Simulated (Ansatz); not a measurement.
**AlSnSiH7 (SMILES [SiH3][AlH][SnH3]) at HF/STO-3G**

What is the electronic atomisation energy of AlSnSiH7 at HF/STO-3G? 

Program for the calculation: Ansatz 0.2.0.

44 further runs of the same task are left out: 44 set aside as unsound or not needed.

### 1 The molecule

AlSnSiH7: 10 atoms, total charge 0, spin state singlet. SMILES: `[SiH3][AlH][SnH3]`. The coordinates come from a PBE0-D4/def2-TZVP relaxation.

Bond lengths: Si1–Al2 2.456 Å, Al2–Sn3 2.662 Å, Si1–H4 1.492 Å, Si1–H5 1.489 Å, Si1–H6 1.492 Å, Al2–H7 1.590 Å, Sn3–H8 1.713 Å, Sn3–H9 1.712 Å, Sn3–H10 1.713 Å. Some angles: Si1–Al2–Sn3 119.8°, Si1–Al2–H7 121.6°, Sn3–Al2–H7 118.6°, Al2–Si1–H4 109.8°, Al2–Si1–H5 114.3°, Al2–Si1–H6 109.8°, Al2–Sn3–H8 112.0°, Al2–Sn3–H9 113.4°, Al2–Sn3–H10 111.9°, H4–Si1–H5 107.9°.

### 2 A single-point energy at HF/STO-3G

The input, run.yaml:

```yaml
basis:
  gaussian: {orbitals: STO-3G}
crystal:
  periodic: [false, false, false]
  atoms:
    - symbol: Si
      position_ang: [-1.727600, 1.016900, -0.987400]
    - symbol: Al
      position_ang: [0.630900, 0.366100, -0.771800]
    - symbol: Sn
      position_ang: [1.403800, -1.143700, 1.279600]
    - symbol: H
      position_ang: [-2.584500, -0.202700, -1.056000]
    - symbol: H
      position_ang: [-2.025800, 1.852500, -2.183800]
    - symbol: H
      position_ang: [-2.154500, 1.780100, 0.221500]
    - symbol: H
      position_ang: [1.723200, 0.824500, -1.833100]
    - symbol: H
      position_ang: [2.608000, -0.374300, 2.224600]
    - symbol: H
      position_ang: [0.128400, -1.541500, 2.349800]
    - symbol: H
      position_ang: [2.081400, -2.629000, 0.759800]
hamiltonian: {xc: hf}
accuracy: high
output: {orbitals: {seedname: orbitals}}
```

On the command line:

```bash
$ ansatz run run.yaml --threads 1 --pin off --max-ram 3480MiB --events-out events.jsonl --progress --plain --runs-dir runs
```

What it wrote:

```text
Warning: RAYON_NUM_THREADS=1 ignored (pool sized by the plan → 1); use --threads N
Functional definition: HF
  name "HF"
  exchange = exact_x
  correlation = 0
992 factors; integrals over basis functions are off by at most 2.8e-8 eV
mean field evaluation 1: about -176655.1367 eV, gradient 1.4e1 eV
mean field evaluation 2: about -176655.1198 eV, gradient 1.4e1 eV
mean field evaluation 4: about -176656.2666 eV, gradient 7.9e-1 eV
mean field evaluation 8: about -176656.2699 eV, gradient 2.3e-6 eV
mean field -176656.26991129 eV, -6491.9981773194 hartree, gradient 1.6e-8 eV, S^2 0.000000; 0 other end points of the search recorded, 0 dependent functions left out
reference -176656.26991129 eV, -6491.9981773194 hartree; 42, 42 occupied and 10, 10 virtual orbitals, 992 factors
Total energy: -176656.26991129 eV, -6491.9981773194 hartree
```

It took 1.9 s on 1 thread of Intel Xeon Platinum 8259CL at 2.50GHz (Skylake/Cascade Lake), shared host; peak memory 0.15 GiB.

### 3 The Al atom

The input, input.yaml:

```yaml
crystal:
  periodic: [false, false, false]
  atoms:
    - {symbol: Al, position_ang: [0.000000, 0.000000, 0.000000]}
basis:
  gaussian:
    orbitals: STO-3G
magnetization:
  spin_polarized: true
  initial_magnetization: 1
hamiltonian:
  xc: hf
accuracy: high
```

Run the same way, it converges to -238.85836 Eh (log not shown).

### 4 The H atom at the same level

The input, molecule.yaml:

```yaml
crystal:
  periodic: [false, false, false]
  atoms:
    - symbol: H
      position_ang: [0.000000, 0.000000, 0.000000]
basis:
  gaussian: {orbitals: STO-3G}
total_charge: 0
magnetization: {spin_polarized: true, initial_magnetization: 1}
hamiltonian: {xc: hf}
accuracy: high
```

On the command line:

```bash
$ ansatz run molecule.yaml --threads 1 --pin off --max-ram 3480MiB --events-out events.jsonl --progress --plain --runs-dir runs
```

What it wrote:

```text
Warning: RAYON_NUM_THREADS=1 ignored (pool sized by the plan → 1); use --threads N
[... 4 set-up lines as earlier in the session ...]
1 factors; integrals over basis functions are off by at most 4.6e-10 eV
mean field evaluation 1: about -12.6963 eV, gradient 0.0e0 eV
mean field evaluation 2: about -12.6963 eV, gradient 0.0e0 eV
mean field -12.69633895 eV, -0.4665818504 hartree, gradient 0.0e0 eV, S^2 0.750000; 0 other end points of the search recorded, 0 dependent functions left out
reference -12.69633895 eV, -0.4665818504 hartree; 1, 0 occupied and 0, 1 virtual orbitals, 1 factors
Total energy: -12.69633895 eV, -0.4665818504 hartree
```

It took 0.04 s on 1 thread of Intel Xeon Platinum 8259CL at 2.50GHz (Skylake/Cascade Lake), shared host.

### 5 The Si atom, same level

The input, job.yaml:

```yaml
crystal:
  periodic: [false, false, false]
  atoms:
    - {symbol: Si, position_ang: [0.000000, 0.000000, 0.000000]}
basis:
  gaussian: {orbitals: STO-3G}
magnetization: {spin_polarized: true, initial_magnetization: 2}
hamiltonian: {xc: hf}
accuracy: high
```

Run the same way, it converges to -285.46622 Eh (log not shown).

### 6 The Sn atom, same level

The input, molecule.yaml:

```yaml
crystal:
  periodic: [false, false, false]
  atoms:
    - {symbol: Sn, position_ang: [0.000000, 0.000000, 0.000000]}
basis:
  gaussian:
    orbitals: STO-3G
magnetization:
  spin_polarized: true
  initial_magnetization: 2
hamiltonian:
  xc: hf
accuracy: high
```

Run the same way, it converges to -5963.20613 Eh (log not shown).

### 7 What came out

At HF/STO-3G:

| quantity | value |
| --- | --- |
| molecule: total energy | -6491.99818 Eh |
| molecule: HOMO energy | -6.49 eV |
| molecule: LUMO energy | 7.47 eV |
| molecule: HOMO–LUMO gap | 13.96 eV |
| Al atom: total energy | -238.85836 Eh |
| Al atom: ⟨S²⟩ | 0.750 |
| H atom: total energy | -0.46658 Eh |
| H atom: ⟨S²⟩ | 0.750 |
| Si atom: total energy | -285.46622 Eh |
| Si atom: ⟨S²⟩ | 2.000 |
| Sn atom: total energy | -5963.20613 Eh |
| Sn atom: ⟨S²⟩ | 2.000 |
| electronic atomisation energy | 32.692 eV |

What this shows: Taking the molecule apart into free atoms costs 32.69 eV (754 kcal/mol), before zero-point energy and without spin-orbit coupling. Hartree–Fock lacks the correlation of the bonding pairs, which as a rule makes this value much too low; in minimal bases other errors can mask that. In a minimal basis such a difference can be off by several eV, whatever the method. Relativity is left out (molecule) although the molecule holds a heavy atom. Relativity is left out (Sn atom) although the molecule holds a heavy atom.
